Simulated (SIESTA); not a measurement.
The system is GeCN2.

```
Ge N C
1.0
     1.79379    1.03565    4.92196
    -1.79379    1.03565    4.92196
     0.00000   -2.07129    4.92196
Ge N C
1 2 1
Direct
  0.00000 0.00000 0.00000
  0.58390 0.58390 0.58390
  0.41610 0.41610 0.41610
  0.50000 0.50000 0.50000
```

The cell comes from a database or a generator and needn't be the stable form of this composition.

Base run:

```yaml
Program: SIESTA 5.4.2
Functional: PBEsol
Potentials_or_basis: PseudoDojo 0.4 standard (PBEsol files)
Basis: TZDP (energy shift 0.003 Ry; two zetas on semicore shells)
Grid_cutoff: 800 Ry
Energy_shift: 0.003 Ry
k_mesh: 9 × 9 × 9
Occupations: fermi-dirac, width 0.05 eV
Spin: no spin polarisation
```

Its results: band gap on the k mesh 1.04 eV, indirect (least direct gap 1.84 eV); pressure 0.0 GPa; largest force 1.984 eV/Å.

Problem. The run is repeated on the same cell with these changes: basis from TZDP (energy shift 0.003 Ry; two zetas on semicore shells) to DZ (energy shift 0.003 Ry; two zetas on semicore shells). What comes out?

Solution. Band gap on the k mesh 0.95 eV, indirect (least direct gap 1.76 eV); pressure 4.0 GPa; largest force 2.979 eV/Å.

Caveats: the basis of atomic orbitals isn't converged, which shifts pressures, moduli and gaps; forces of over 1 eV/Å show positions far from the minimum, so gaps and moduli don't describe the material at rest; the basis has no polarisation orbitals (some runs); the mesh misses the band edges, which the band path finds closer together (some runs).
